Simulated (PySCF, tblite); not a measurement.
**C5H7FO2Si: geometry, infrared bands and NMR shifts**

Aim: predict the infrared bands and NMR shifts of C5H7FO2Si (`C=C1O[SiH2]C(F)=C[C@@H]1O`).

The runs use tblite 0.8.0 and PySCF 2.14.0, with density-fitted response routines of our own; the level of theory stands in each step. All values are computed, except where a source is named. Atoms are numbered from 0 throughout.

### 1 Starting geometry

16 atoms, charge 0, multiplicity 1; geometry from: force field or distance geometry start.

Bonds of the start (Å): C0–C1 1.33, C1–O2 1.38, O2–Si3 1.76, Si3–C4 1.86, C4–F5 1.34, C4–C6 1.34, C6–C7 1.48, C7–O8 1.39, C7–C1 1.49, C0–H9 1.07, C0–H10 1.08, Si3–H11 1.45, Si3–H12 1.49, C6–H13 1.09, C7–H14 1.11, O8–H15 1.00.

### 2 Optimising the geometry with GFN2-xTB

Job settings and geometry (Å):

```
{"job": {"kind": "relax", "xc": "GFN2-xTB", "basis": "xTB"}, "charge": 0, "multiplicity": 1}
C      2.162100    -1.150600    -0.023400
C      0.962200    -0.653600    -0.321900
O     -0.065400    -1.439200    -0.816700
Si    -1.716800    -0.991200    -0.403300
C     -1.567200     0.361400     0.863500
F     -2.541400     0.659000     1.738200
C     -0.425000     1.053400     0.833500
C      0.692000     0.790800    -0.097600
O      0.508200     1.374100    -1.351000
H      2.361200    -2.196300    -0.168000
H      2.924400    -0.492800     0.369700
H     -2.507800    -0.561100    -1.546100
H     -2.274400    -2.199700     0.263700
H     -0.309100     1.853700     1.558600
H      1.589600     1.276800     0.335400
H      0.199800     2.324300    -1.245800
```

Command:

```sh
$ OMP_NUM_THREADS=1 python probes_run.py task.json out
```

This one command runs all jobs of the session in turn.

**Question.** This job is followed by: GFN2-xTB harmonic vibrations, gas phase; GIAO PBE0/pcSseg-1 NMR shielding, non-relativistic, gas phase. Predict these results of the whole session: strongest single infrared mode (GFN2-xTB); zero-point energy (GFN2-xTB); ¹³C shifts against TMS (PBE0/pcSseg-1); ¹H shifts against TMS (PBE0/pcSseg-1); ¹⁷O shifts against H2O (PBE0/pcSseg-1); ²⁹Si shifts against TMS (PBE0/pcSseg-1); ¹⁹F shifts against CFCl3 (PBE0/pcSseg-1); surface potential, 1st and 99th percentile.

The runs gave:

| quantity | value |
| --- | --- |
| strongest single infrared mode (GFN2-xTB) | 2327 cm⁻¹, 341 km/mol |
| zero-point energy (GFN2-xTB) | 68.0 kcal/mol |
| ¹³C shifts against TMS (PBE0/pcSseg-1) | 185.3, 161.5, 131.9, 98.6, 72.1 ppm |
| ¹H shifts against TMS (PBE0/pcSseg-1) | 6.85, 5.51, 5.09, 4.82, 4.77, 4.65, 0.95 ppm |
| ¹⁷O shifts against H2O (PBE0/pcSseg-1) | 91.7, 86.6 ppm |
| ²⁹Si shifts against TMS (PBE0/pcSseg-1) | -39.0 ppm |
| ¹⁹F shifts against CFCl3 (PBE0/pcSseg-1) | -104.2 ppm |
| surface potential, 1st and 99th percentile | -1.24 V and 2.13 V |

What this shows: Over 80 steps the energy fell by 0.539 eV; of the close pairs, O2–Si3 changed most, 1.760 to 1.637 Å. All 42 modes are real, so the xTB geometry is a minimum. The strongest single mode, at 2327 cm⁻¹, moves mainly H11. Unscaled tight-binding wavenumbers are off by several per cent, some by more. Its intensities can rank the bands wrongly. H13 (hydrogen on an alkene CH) lies farthest downfield among hydrogen, at 6.85 ppm; olefinic region. At PBE0/pcSseg-1: The widest tensor belongs to F5: span 277 ppm, with a paramagnetic part of -197 ppm. At PBE0/pcSseg-1, counted by nearest atom on the grid, the HOMO lies on C0 37 %; C1 22 %, the LUMO on C4 29 %; C6 20 %.
